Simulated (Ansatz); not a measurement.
# AlBH₈OSi₂: a ladder of functionals and wavefunction methods

The task here is to estimate one member of a computed series from the others.

Method: functionals in def2-TZVPP, the program's frozen cores in correlated methods; program: Ansatz 0.2.0, Gaussian basis.

Plan: PBE-D4, r2SCAN-D4, PBE0-D4, B3LYP-D4, ωB97X-V, ωB97M-V, B2PLYP; CCSD(T)/def2-TZVPP; MP2/def2-QZVPP; extrapolation to the limit.

### The relaxed structure

The geometry comes from an earlier relaxation with PBE0-D4 in a triple-zeta def2 set; it is a stationary point, not always the lowest conformer.

13 atoms, charge 0, spin multiplicity 1.

Atoms are counted from 1 here; the program's logs count them from 0.

Bond lengths: B1–Si2 1.853 Å, B1–Al4 2.125 Å, B1–H6 1.195 Å, B1–H7 1.233 Å, Si2–O3 1.642 Å, Si2–Si5 2.342 Å, O3–H8 0.959 Å, Al4–H9 1.587 Å, Al4–H10 1.590 Å, Si5–H11 1.484 Å, Si5–H12 1.488 Å, Si5–H13 1.490 Å. Angles: Si2–B1–Al4 92.4°, Si2–B1–H6 118.8°, Si2–B1–H7 121.7°, Al4–B1–H6 107.9°, Al4–B1–H7 71.0°, H6–B1–H7 119.5°, B1–Si2–O3 123.8°, B1–Si2–Si5 123.4°, O3–Si2–Si5 112.3°, Si2–O3–H8 119.0°, B1–Al4–H9 115.2°, B1–Al4–H10 122.8°, H9–Al4–H10 120.0°, Si2–Si5–H11 109.1°, Si2–Si5–H12 110.3°, Si2–Si5–H13 109.9°, H11–Si5–H12 109.8°, H11–Si5–H13 109.7° and more.

Coordinates:

```mol
AlBH8OSi2
  3D, bonds by distance, orders not assigned

 13 12  0  0  0  0  0  0  0  0999 V2000
   -1.5313    0.7333    0.0631 B   0  0
   -0.2725   -0.5239    0.5811 Si  0  0
    0.4146   -0.5695    2.0721 O   0  0
   -0.0756    2.2769   -0.0502 Al  0  0
    0.7141   -2.0464   -0.9005 Si  0  0
   -2.0401    0.6278   -1.0126 H   0  0
   -1.8676    1.6573    0.8063 H   0  0
    1.2595   -1.0090    2.1809 H   0  0
   -0.2842    3.3177   -1.2303 H   0  0
    0.9093    2.6229    1.1486 H   0  0
    0.2141   -1.7816   -2.2724 H   0  0
    0.3839   -3.4415   -0.5031 H   0  0
    2.1963   -1.8989   -0.8683 H   0  0
  1  2  8  0
  1  4  8  0
  1  6  8  0
  1  7  8  0
  2  3  8  0
  2  5  8  0
  3  8  8  0
  4  9  8  0
  4 10  8  0
  5 11  8  0
  5 12  8  0
  5 13  8  0
M  END
```

Set-up of the first run:

in.yaml

```yaml
crystal:
  periodic: [false, false, false]
  atoms:
    - {symbol: B, position_ang: [-1.531327, 0.733282, 0.063082]}
    - {symbol: Si, position_ang: [-0.272458, -0.523897, 0.581133]}
    - {symbol: O, position_ang: [0.414582, -0.569469, 2.072068]}
    - {symbol: Al, position_ang: [-0.075590, 2.276934, -0.050218]}
    - {symbol: Si, position_ang: [0.714078, -2.046356, -0.900453]}
    - {symbol: H, position_ang: [-2.040096, 0.627845, -1.012554]}
    - {symbol: H, position_ang: [-1.867618, 1.657287, 0.806299]}
    - {symbol: H, position_ang: [1.259481, -1.008988, 2.180870]}
    - {symbol: H, position_ang: [-0.284229, 3.317700, -1.230340]}
    - {symbol: H, position_ang: [0.909310, 2.622904, 1.148649]}
    - {symbol: H, position_ang: [0.214130, -1.781630, -2.272387]}
    - {symbol: H, position_ang: [0.383938, -3.441514, -0.503126]}
    - {symbol: H, position_ang: [2.196298, -1.898897, -0.868323]}
basis:
  gaussian: {orbitals: def2-TZVPP}
hamiltonian: {xc: pbe, dispersion: d4}
output: {forces: true, orbitals: {seedname: orbitals}}
```

Launch:

```sh
> ansatz run in.yaml --threads 4 --pin off --events-out ev --progress --plain --max-ram 10444MiB
```

Steps of the session up to this table: PBE-D4 (GGA); r2SCAN-D4 (meta-GGA); PBE0-D4 (hybrid); B3LYP-D4 (hybrid); ωB97X-V (range-separated); ωB97M-V (range-separated); B2PLYP (double hybrid); CCSD(T) in def2-TZVPP; MP2 in def2-QZVPP.

One of the session's tables, all rows but one given; the rest of the session is left out.

```
            method  atomisation energy (eV)
            PBE-D4                   41.289
         r2SCAN-D4                   41.499
           PBE0-D4                   40.884
          B3LYP-D4                   41.119
           ωB97X-V                   41.414
           ωB97M-V                   41.230
            B2PLYP                   40.520
     HF/def2-TZVPP                        ?
    MP2/def2-TZVPP                   40.268
   CCSD/def2-TZVPP                   39.562
CCSD(T)/def2-TZVPP                   40.113
           MP2/CBS                   41.355
       CCSD(T)/CBS                   41.200
```

Q: Estimate the row for HF/def2-TZVPP from the others.

The run gave: atomisation energy (eV): 30.459. In the column «atomisation energy (eV)» it is the lowest.
